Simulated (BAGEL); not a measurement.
**AlOF2 (SMILES [O][Al]([F])[F]): UHF/STO-3G (density fitting with qzvpp-jkfit)**

What is the vertical electron affinity of AlOF2 at UHF/STO-3G (density fitting with qzvpp-jkfit)? 

The results are computed with BAGEL 1.2.2.

3 further runs of the same task are left out: 3 that didn't finish.

### Step 1. The molecule

AlOF2 has 4 atoms, charge 0, and is taken as a doublet. As SMILES, `[O][Al]([F])[F]`. The coordinates come from a PBE0-D4/def2-TZVP relaxation.

Bond lengths: O1–Al2 1.725 Å, Al2–F3 1.631 Å, Al2–F4 1.631 Å. Angles: O1–Al2–F3 119.0°, O1–Al2–F4 119.0°, F3–Al2–F4 122.1°.

### Step 2. A single-point energy at UHF/STO-3G (density fitting with qzvpp-jkfit)

File hf.json:

```json
{ "bagel": [

{
  "title": "molecule",
  "basis": "sto-3g",
  "df_basis": "qzvpp-jkfit",
  "angstrom": true,
  "geometry": [
    { "atom": "O", "xyz": [       0.682900,      -0.910900,       1.260000 ] },
    { "atom": "Al", "xyz": [      -0.000600,       0.004300,      -0.032400 ] },
    { "atom": "F", "xyz": [      -1.477200,      -0.401600,      -0.592500 ] },
    { "atom": "F", "xyz": [       0.850400,       1.247900,      -0.655300 ] }
  ]
},

{ "title": "uhf", "nopen": 1 },

{ "title": "print", "file": "orbitals.molden", "orbitals": true }

]}
```

Command:

```
$ BAGEL_NUM_THREADS=1 BAGEL hf.json > hf.out
```

Log:

```text
* using 1 threads per process

  ===============================================================
  ===============================================================

  *** Geometry ***

  { "atom" : "O", "xyz" : [      1.290494,     -1.721352,      2.381055 ] },
  { "atom" : "Al", "xyz" : [     -0.001134,      0.008126,     -0.061227 ] },
  { "atom" : "F", "xyz" : [     -2.791503,     -0.758914,     -1.119663 ] },
  { "atom" : "F", "xyz" : [      1.607023,      2.358189,     -1.238338 ] },

  Number of auxiliary basis functions:      359

  Since a DF basis is specified, we compute 2- and 3-index integrals:
    o Being stored without compression. Storage requirement is 0.002 GB

  Number of basis functions:       24
  Number of electrons      :       39

    * METHOD: MOLECULE                             0.08

  *** Open-shell HF ***

  === Nuclear Repulsion ===
   149.2287793447

      * DIIS with orbital gradients will be used.

  === UHF iteration (sto-3g) ===
      0       -508.91478419          0.04367428           0.02
      1       -509.01935466          0.00773807           0.02
      2       -509.02225724          0.00153339           0.02
      3       -509.02250339          0.00049741           0.02
      4       -509.02258726          0.00008886           0.02
      5       -509.02260809          0.00000991           0.02
      6       -509.02261282          0.00000466           0.02
      7       -509.02261473          0.00000304           0.02
      8       -509.02261569          0.00000130           0.02
      9       -509.02261576          0.00000033           0.02
     10       -509.02261577          0.00000012           0.02
     11       -509.02261577          0.00000005           0.02
     12       -509.02261577          0.00000002           0.02
     13       -509.02261577          0.00000000           0.02
    * SCF iteration converged.

    * S^2 (UHF) is 0.7558

    * Permanent dipole moment:
           (    0.051668,    -0.069150,     0.097618) a.u.

    * METHOD: UHF                                  0.32

    * METHOD: PRINT                                0.00

  ===============================================================
```

Wall time 0.56 s (1 thread of Arm Neoverse V2, shared host).

### Step 3. The singlet anion at the same level

File input.json:

```json
{ "bagel": [

{
  "title": "molecule",
  "basis": "sto-3g",
  "df_basis": "qzvpp-jkfit",
  "angstrom": "true",
  "geometry": [
    { "atom": "O", "xyz": [    0.682900,   -0.910900,    1.260000 ] },
    { "atom": "Al", "xyz": [   -0.000600,    0.004300,   -0.032400 ] },
    { "atom": "F", "xyz": [   -1.477200,   -0.401600,   -0.592500 ] },
    { "atom": "F", "xyz": [    0.850400,    1.247900,   -0.655300 ] }
  ]
},
{
  "title": "hf",
  "charge": -1
},
{
  "title": "print",
  "file": "orbitals.molden",
  "orbitals": "true"
}

]}
```

Command:

```
$ BAGEL_NUM_THREADS=1 BAGEL input.json > input.out
```

Log:

```text
* using 1 threads per process

  ===============================================================
  ===============================================================

  *** Geometry ***

  { "atom" : "O", "xyz" : [      1.290494,     -1.721352,      2.381055 ] },
  { "atom" : "Al", "xyz" : [     -0.001134,      0.008126,     -0.061227 ] },
  { "atom" : "F", "xyz" : [     -2.791503,     -0.758914,     -1.119663 ] },
  { "atom" : "F", "xyz" : [      1.607023,      2.358189,     -1.238338 ] },

  Number of auxiliary basis functions:      359

  Since a DF basis is specified, we compute 2- and 3-index integrals:
    o Being stored without compression. Storage requirement is 0.002 GB

  Number of basis functions:       24
  Number of electrons      :       39

    * METHOD: MOLECULE                             0.08

  *** RHF ***

  === Nuclear Repulsion ===
   149.2287793447

      * DIIS with orbital gradients will be used.

  === RHF iteration (sto-3g) ===
      0       -508.50977455          0.03167722           0.01
      1       -508.61478398          0.02999390           0.01
      2       -508.75606799          0.00276576           0.01
      3       -508.75783812          0.00079512           0.01
      4       -508.75819907          0.00034036           0.01
      5       -508.75830229          0.00011879           0.01
      6       -508.75831552          0.00001827           0.01
      7       -508.75831572          0.00000283           0.01
      8       -508.75831573          0.00000049           0.01
      9       -508.75831573          0.00000022           0.01
     10       -508.75831573          0.00000003           0.01
     11       -508.75831573          0.00000001           0.01
    * SCF iteration converged.

    * Permanent dipole moment:
           (    0.650382,    -0.870861,     1.229771) a.u.

    * METHOD: HF                                   0.17

    * METHOD: PRINT                                0.00

  ===============================================================
```

It took 0.4 s on 1 thread of Arm Neoverse V2, shared host.

### Step 4. What came out

At UHF/STO-3G (density fitting with qzvpp-jkfit):

| quantity | value |
| --- | --- |
| doublet AlOF2: total energy | -509.02262 Eh |
| doublet AlOF2: dipole moment | 0.33 D |
| doublet AlOF2: ⟨S²⟩ | 0.756 |
| singlet anion: total energy | -508.75832 Eh |
| singlet anion: HOMO energy | 4.04 eV |
| singlet anion: LUMO energy | 18.81 eV |
| singlet anion: HOMO–LUMO gap (to an unbound level, set by the basis) | 14.77 eV |
| vertical electron affinity (to the singlet anion) | -7.192 eV |

The anion lies 7.19 eV (166 kcal/mol) above the neutral: the electron isn't bound at this level, and such a value depends on the basis. Without diffuse functions anions come out too high. Hartree–Fock misses the correlation that binds many anions. In a minimal basis such a difference can be off by several eV, whatever the method. The HOMO (singlet anion) lies at positive energy, 4.04 eV: the electron is unbound at this level or held by a compact basis; values depend on the basis.
